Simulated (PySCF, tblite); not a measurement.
# C₄H₁₀ClPSi₂: geometry, infrared bands and NMR shifts

Wanted: the infrared bands and NMR shifts of C₄H₁₀ClPSi₂ (`CC#C[Si@@H](CCl)P[SiH3]`), by calculation.

Programs: tblite 0.8.0 and PySCF 2.14.0, with density-fitted response routines of our own. Each step states its level of theory. These are calculated values for one molecule in the gas phase, unless marked as measured. Atoms count from 0, in the outputs and in this text.

**1. Starting geometry**

18 atoms, charge 0, multiplicity 1; geometry from: force field or distance geometry start.

Bonds of the start (Å): C0–C1 1.49, C1–C2 1.20, C2–Si3 1.81, Si3–C4 1.85, C4–Cl5 1.80, Si3–P6 2.23, P6–Si7 2.21, C0–H8 1.13, C0–H9 1.08, C0–H10 1.09, Si3–H11 1.48, C4–H12 1.11, C4–H13 1.13, P6–H14 1.46, Si7–H15 1.47, Si7–H16 1.48, Si7–H17 1.48.

**2. Optimising the geometry with GFN2-xTB**

What the job is given:

```
{"job": {"kind": "relax", "xc": "GFN2-xTB", "basis": "xTB"}, "charge": 0, "multiplicity": 1}
C      4.039400     0.930900    -0.219600
C      2.630300     0.478600    -0.373100
C      1.491400     0.106900    -0.476400
Si    -0.240900    -0.394200    -0.672400
C     -0.415200    -2.233400    -0.541100
Cl    -2.172400    -2.626900    -0.487600
P     -1.539900     0.555100     0.870400
Si    -3.501100     0.785000    -0.118100
H      4.036100     1.976200     0.201100
H      4.539500     1.003000    -1.179600
H      4.540000     0.300200     0.508400
H     -0.774900     0.085100    -1.966100
H      0.039700    -2.614500     0.402000
H      0.023300    -2.741900    -1.453800
H     -1.014600     1.862800     1.256500
H     -4.531800     1.159800     0.865300
H     -3.814900    -0.496400    -0.785500
H     -3.342700     1.870000    -1.106800
```

Started as:

```
OMP_NUM_THREADS=1 python probes_run.py task.json out
```

This one command runs all jobs of the session in turn.

**Question.** This job is followed by: GFN2-xTB harmonic vibrations, gas phase; GIAO PBE0/pcSseg-1 NMR shielding, non-relativistic, gas phase. What will the session give for the following? strongest single infrared mode (GFN2-xTB); zero-point energy (GFN2-xTB); 13C shifts against TMS (PBE0/pcSseg-1); 1H shifts against TMS (PBE0/pcSseg-1, means over atoms taken as alike); 29Si shifts against TMS (PBE0/pcSseg-1); 35Cl shifts against HCl (PBE0/pcSseg-1); 31P shifts against H3PO4 (PBE0/pcSseg-1).

As calculated:

```
                                                              quantity                                   value
                             strongest single infrared mode (GFN2-xTB)                   2314 cm⁻¹, 354 km/mol
                                          zero-point energy (GFN2-xTB)                           73.0 kcal/mol
                                13C shifts against TMS (PBE0/pcSseg-1)              118.1, 82.7, 35.4, 6.0 ppm
1H shifts against TMS (PBE0/pcSseg-1, means over atoms taken as alike)  4.97, 4.22, 3.10, 3.04, 2.08, 0.50 ppm
                               29Si shifts against TMS (PBE0/pcSseg-1)                        -34.6, -75.1 ppm
                               35Cl shifts against HCl (PBE0/pcSseg-1)                                  22 ppm
                              31P shifts against H3PO4 (PBE0/pcSseg-1)                              -316.3 ppm
```

**Reading.** The optimisation took 124 steps and gained 0.612 eV; among the close pairs (by a distance rule), P6–H14 changed most, from 1.461 to 1.383 Å. The lowest mode is slightly imaginary (19i cm⁻¹), a soft motion within the noise of the Hessian, so the minimum is not strictly shown. The strongest single mode, at 2314 cm⁻¹, moves mainly C1 and C2. GFN2-xTB is a fitted tight-binding method: band positions and strengths are rough. Its intensities can rank the bands wrongly. At PBE0/pcSseg-1: Shielding is most anisotropic at C1 (span 278 ppm, paramagnetic term -207 ppm).
